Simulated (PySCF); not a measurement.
# C5H4F4O: a tour of settings

Which settings matter for C5H4F4O (`O=C(F)C1(C(F)(F)F)CC1`)?

The runs use PySCF 2.14.0, with density-fitted response routines of our own; the level of theory stands in each step. All values are computed, except where a source is named. Atoms count from 0, in the outputs and in this text.

## 1. The starting structure

14 atoms, charge 0, multiplicity 1; geometry from: GFN2-xTB.

Bonds of the start (Å): O0–C1 1.18, C1–F2 1.35, C1–C3 1.48, C3–C4 1.51, C4–F5 1.34, C4–F6 1.34, C4–F7 1.34, C3–C8 1.52, C8–C9 1.48, C9–C3 1.52, C8–H10 1.08, C8–H11 1.08, C9–H12 1.08, C9–H13 1.08.

## 2. Shielding tensors: PBE0/pcSseg-1

What the job is given:

```
{"job": {"kind": "nmr", "xc": "PBE0", "basis": "pcSseg-1"}, "charge": 0, "multiplicity": 1}
O     -2.178840     1.277052    -0.089510
C     -0.999508     1.311793    -0.044094
F     -0.353692     2.500075    -0.021558
C     -0.066809     0.163825    -0.005240
C      1.411175     0.481245     0.049037
F      1.746919     1.180432     1.139419
F      2.151095    -0.638397     0.076967
F      1.826572     1.178867    -1.014528
C     -0.500314    -1.085036    -0.756932
C     -0.554226    -1.079214     0.722940
H     -1.426063    -1.007590    -1.306531
H      0.276165    -1.647189    -1.253391
H     -1.517549    -0.998730     1.203246
H      0.184399    -1.637606     1.278007
```

Method: GIAO PBE0/pcSseg-1 NMR shielding, non-relativistic, gas phase.

Command:

```
> OMP_NUM_THREADS=1 python probes_run.py task.json out
```

One launch serves the whole session: the jobs run in the order shown.

Output:

```text
coarse grid: 13344 points
cycle   1  E = -666.4343780367  dE =  1.956e+00  |g| = 1.242e+00  |ddm| = 3.463e+00
cycle   2  E = -665.7750186442  dE =  6.594e-01  |g| = 2.324e+00  |ddm| = 2.295e+00
cycle   3  E = -666.6852180010  dE = -9.102e-01  |g| = 3.339e-01  |ddm| = 1.769e+00
cycle   4  E = -666.7036406120  dE = -1.842e-02  |g| = 1.052e-01  |ddm| = 2.827e-01
cycle   5  E = -666.7052122021  dE = -1.572e-03  |g| = 2.621e-02  |ddm| = 6.687e-02
cycle   6  E = -666.7053508321  dE = -1.386e-04  |g| = 7.506e-03  |ddm| = 2.535e-02
cycle   7  E = -666.7053609840  dE = -1.015e-05  |g| = 1.789e-03  |ddm| = 6.492e-03
cycle   8  E = -666.7053614692  dE = -4.852e-07  |g| = 5.363e-04  |ddm| = 1.529e-03
final grid: 135152 points
cycle   9  E = -666.8015196294  dE = -5.094e-05  |g| = 1.221e-02  |ddm| = 3.522e-02
cycle  10  E = -666.8014588097  dE =  6.082e-05  |g| = 2.211e-02  |ddm| = 2.359e-02
cycle  11  E = -666.8015470762  dE = -8.827e-05  |g| = 2.422e-03  |ddm| = 1.526e-02
cycle  12  E = -666.8015481852  dE = -1.109e-06  |g| = 3.358e-04  |ddm| = 1.855e-03
cycle  13  E = -666.8015481977  dE = -1.253e-08  |g| = 1.732e-04  |ddm| = 3.487e-04
cycle  14  E = -666.8015482025  dE = -4.806e-09  |g| = 3.842e-05  |ddm| = 1.287e-04
cycle  15  E = -666.8015482028  dE = -2.726e-10  |g| = 8.498e-06  |ddm| = 3.856e-05
converged SCF energy = -666.8015482028

GIAO shielding tensors (ppm)
atom      isotropic    diamagn.    paramagn.     s11        s22        s33       span
  0 O      -84.843     401.190    -486.033   -342.212   -184.485    272.167    614.379
  1 C       16.161     245.703    -229.541    -99.218     47.799     99.903    199.121
  2 F      113.812     476.240    -362.429   -135.477    212.830    264.082    399.559
  3 C      158.884     261.870    -102.987    123.168    136.196    217.287     94.120
  4 C       53.756     237.669    -183.913     48.042     55.660     57.568      9.526
  5 F      249.759     472.632    -222.874    164.944    247.467    336.866    171.921
  6 F      263.730     474.341    -210.611    182.786    260.281    348.123    165.337
  7 F      249.855     472.611    -222.756    165.061    247.620    336.883    171.822
  8 C      166.646     250.749     -84.103    135.333    174.710    189.894     54.561
  9 C      166.638     250.728     -84.090    135.294    174.720    189.899     54.605
 10 H       30.146      30.798      -0.651     24.708     26.695     39.036     14.328
 11 H       30.051      30.597      -0.545     24.100     27.939     38.114     14.014
 12 H       30.147      30.791      -0.644     24.716     26.692     39.032     14.316
 13 H       30.056      30.593      -0.538     24.108     27.938     38.120     14.012
```

It took 1.7 min on 1 thread, shared host.

Shifts follow as δ = σ(reference) − σ, with reference shieldings (ppm) from runs at the same level and on the same kind of geometry: ¹H TMS 31.72, ¹³C TMS 186.9, ¹⁹F CFCl3 170.9, ¹⁷O H2O 336.1. The references are single molecules in the gas phase, so shifts against H2O, NH3, PH3, H3PO4 or CFCl3 are not on the usual liquid scales and can be off by tens of ppm. Atoms listed in one row are averaged.

```tsv
atoms	environment	σ (ppm)	δ (ppm)	δ scaled to CDCl3
C1	carbonyl carbon	16.2	170.8	164.8
C4	CF3 carbon	53.8	133.2	128.1
C3	three-membered-ring carbon	158.9	28.0	25.5
C8, C9	three-membered-ring carbon	166.6	20.3	17.9
H11, H13	hydrogen on a three-membered-ring carbon	30.05	1.66	1.67
H10, H12	hydrogen on a three-membered-ring carbon	30.15	1.57	1.59
O0	carbonyl oxygen	-84.8	420.9	–
F2	fluorine bonded to C	113.8	57.1	–
F5, F6, F7	fluorine of a CF3 group	254.4	-83.5	–
```

The scaled column applies a straight-line fit of computed shieldings to shifts measured in CDCl3, and one for carbons that bear F (root-mean-square error 0.16 ppm for H, 1.9 ppm for C).

Charges from the same density, by scheme (e):

```tsv
atoms	Mulliken	IAO	Hirshfeld	ESP fit
O0	-0.35	-0.39	-0.22	-0.44
C1	0.73	0.62	0.24	0.70
F2	-0.26	-0.27	-0.08	-0.23
C3	-0.73	-0.12	-0.04	-0.19
C4	0.96	0.81	0.26	0.46
F5, F6, F7	-0.26	-0.28	-0.09	-0.16
C8, C9	-0.10	-0.26	-0.07	-0.25
```

Mayer bond orders: O0–C1 2.05, C1–F2 1.00, C1–C3 0.95, C3–C4 0.94, C4–F5 1.01, C4–F6 0.98, C4–F7 1.01, C3–C8 0.89, C8–C9 0.98, C9–C3 0.89.

Ring of atoms C3, C8, C9: NICS(0) -44.6, NICS(1) -8.8, NICS(1)zz -25.3 ppm (means of both faces).

In rings of three or four atoms NICS is ruled by the nearby σ bonds, so it says little on aromaticity.

The fields below are evaluated on a grid from the run's orbitals.

Frontier orbitals at PBE0/pcSseg-1, with the share of their density that lies nearest to each atom:

```tsv
orbital	energy (eV)	lies on
HOMO	-9.52	O0 71 %; F2 10 %; C1, C3 about 6 % each
LUMO	-0.96	C1 44 %; O0 25 %; F2 8 %
```

ELF in a plane through or near 6 of the atoms.

Values, 10 rows by 14 columns:
```
0.00 0.00 0.00 0.00 0.00 0.00 0.00 0.00 0.00 0.00 0.00 0.00 0.00 0.00
0.00 0.00 0.00 0.00 0.01 0.06 0.00 0.14 0.32 0.13 0.00 0.00 0.00 0.00
0.00 0.00 0.00 0.02 0.45 0.85 0.30 0.49 0.90 0.85 0.28 0.00 0.00 0.00
0.00 0.00 0.00 0.06 0.73 0.75 0.67 0.46 0.78 0.89 0.49 0.01 0.00 0.00
0.00 0.00 0.00 0.01 0.02 0.04 0.72 0.86 0.09 0.02 0.01 0.00 0.00 0.00
0.00 0.00 0.01 0.05 0.40 0.39 0.84 0.39 0.65 0.66 0.14 0.02 0.00 0.00
0.00 0.00 0.00 0.01 0.46 0.79 0.18 0.05 0.52 0.70 0.34 0.03 0.00 0.00
0.00 0.00 0.00 0.24 0.78 0.82 0.63 0.01 0.02 0.03 0.02 0.00 0.00 0.00
0.00 0.00 0.00 0.00 0.03 0.04 0.01 0.00 0.00 0.00 0.00 0.00 0.00 0.00
0.00 0.00 0.00 0.00 0.00 0.00 0.00 0.00 0.00 0.00 0.00 0.00 0.00 0.00
```
The map spans 9.5 Å across and 9.9 Å up, centred on the molecule. Atoms in the plane (x, y in Å): O0 (1.0, 2.3), C1 (0.0, 1.6), F2 (-1.2, 2.2), C3 (0.0, 0.2), C4 (-1.4, -0.5), F6 (-1.3, -1.8).

On the surface of density 0.002 e/bohr³ the electrostatic potential runs, from the 1st to the 99th percentile, from -1.14 V near O0 to 1.34 V near C1.

## 3. Ultraviolet spectrum: PBE0/def2-SVPD

The job, as its differences from that of step 2:

```diff
@@ -1,2 +1,2 @@
-{"job": {"kind": "nmr", "xc": "PBE0", "basis": "pcSseg-1"}, "charge": 0, "multiplicity": 1}
+{"job": {"kind": "uv", "xc": "PBE0", "basis": "def2-SVPD", "nstates": 6, "ntriplets": 2}, "charge": 0, "multiplicity": 1}
 O     -2.178840     1.277052    -0.089510
```

Level: TDDFT PBE0/def2-SVPD, vertical, gas phase, core orbitals frozen in the response.

Output:

```text
coarse grid: 13344 points
cycle   1  E = -666.0435591851  dE =  1.885e+00  |g| = 1.181e+00  |ddm| = 5.617e+00
cycle   2  E = -665.4046536625  dE =  6.389e-01  |g| = 2.234e+00  |ddm| = 5.307e+00
cycle   3  E = -666.2814835790  dE = -8.768e-01  |g| = 3.209e-01  |ddm| = 4.023e+00
cycle   4  E = -666.2995265957  dE = -1.804e-02  |g| = 9.724e-02  |ddm| = 4.707e-01
cycle   5  E = -666.3009713025  dE = -1.445e-03  |g| = 2.614e-02  |ddm| = 1.181e-01
cycle   6  E = -666.3011118302  dE = -1.405e-04  |g| = 6.545e-03  |ddm| = 6.113e-02
cycle   7  E = -666.3011198996  dE = -8.069e-06  |g| = 1.667e-03  |ddm| = 1.518e-02
final grid: 135152 points
cycle   8  E = -666.3982610918  dE = -4.121e-05  |g| = 1.312e-02  |ddm| = 2.413e-01
cycle   9  E = -666.3981856384  dE =  7.545e-05  |g| = 2.397e-02  |ddm| = 4.801e-02
cycle  10  E = -666.3982935196  dE = -1.079e-04  |g| = 2.532e-03  |ddm| = 3.071e-02
cycle  11  E = -666.3982947707  dE = -1.251e-06  |g| = 3.362e-04  |ddm| = 3.788e-03
cycle  12  E = -666.3982947854  dE = -1.467e-08  |g| = 1.632e-04  |ddm| = 8.362e-04
cycle  13  E = -666.3982947904  dE = -4.968e-09  |g| = 3.401e-05  |ddm| = 2.922e-04
cycle  14  E = -666.3982947906  dE = -2.419e-10  |g| = 7.680e-06  |ddm| = 1.059e-04
converged SCF energy = -666.3982947906

Static polarisability (au): isotropic 61.450, principal 53.716 64.568 66.065

Singlet excitations
state   eV       nm        f      main configurations
  1   6.1384    202.0   0.00023   H->L 0.97
  2   7.7336    160.3   0.00683   H-2->L 0.97
  3   7.7536    159.9   0.20331   H-1->L 0.95
  4   8.7237    142.1   0.00089   H-4->L 0.90
  5   8.8216    140.5   0.01486   H-3->L 0.75, H->L+2 0.12, H->L+1 0.10
  6   8.9930    137.9   0.02196   H->L+1 0.54, H->L+2 0.15, H-5->L 0.15

Triplet excitations (Tamm-Dancoff, eV): 5.5807 6.1649
```

Run time: 2.5 min. Hardware: 1 thread, shared host.

Frontier orbitals and where they lie:

```tsv
orbital	eV	atoms
HOMO−3	-11.25	C8 18 %, C9 17 %, O0 15 %
HOMO−2	-10.23	C8 31 %, C9 31 %, C3 13 %
HOMO−1	-9.90	C3 32 %, O0 17 %, C9 15 %
HOMO	-9.61	O0 66 %, F2 10 %, C1 10 %
LUMO	-1.11	C1 37 %, O0 28 %, F2 10 %
LUMO+1	0.57	C9 14 %, C8 14 %, C1 13 %
LUMO+2	0.95	C1 16 %, H11 12 %, H13 12 %
```

With each of the 6 states as a Gaussian band of 0.4 eV half-width at 1/e, the curve within the window shown has maxima at 160 nm (ε 8,500), 139 nm (ε 1,500) L/(mol cm). Beyond the last state computed it falls off for lack of states. The curve at chosen wavelengths:

(nm, ε (L/mol/cm)): (133, 661), (137, 1373), (140, 1394), (144, 883), (147, 906), (151, 2674), (155, 6217), (158, 8227), (162, 7785), (165, 5618), (169, 2613), (173, 874), (176, 319), (180, 67), (183, 19), (187, 5), (191, 5), (194, 7), (198, 9), (201, 9), (205, 9), (209, 7), (212, 5), (216, 3), (219, 2), (223, 1)

Leading natural transition orbitals of singlet state 3: the hole lies on C3 38 %; C8, C9 about 13 % each; O0 13 %; the particle on C1 46 %; O0 26 %; F2 8 %.

Leading natural transition orbitals of singlet state 1: the hole lies on O0 75 %; F2 10 %; the particle on C1 48 %; O0 27 %; F2 8 %.

Further results of this job:

```tsv
property	computed
dipole moment (D)	3.12
polarisability (Å³)	9.11
HOMO–LUMO gap (eV)	8.51
−ε(HOMO) (eV)	9.61
```

(Part 1 of 2 ends here.)
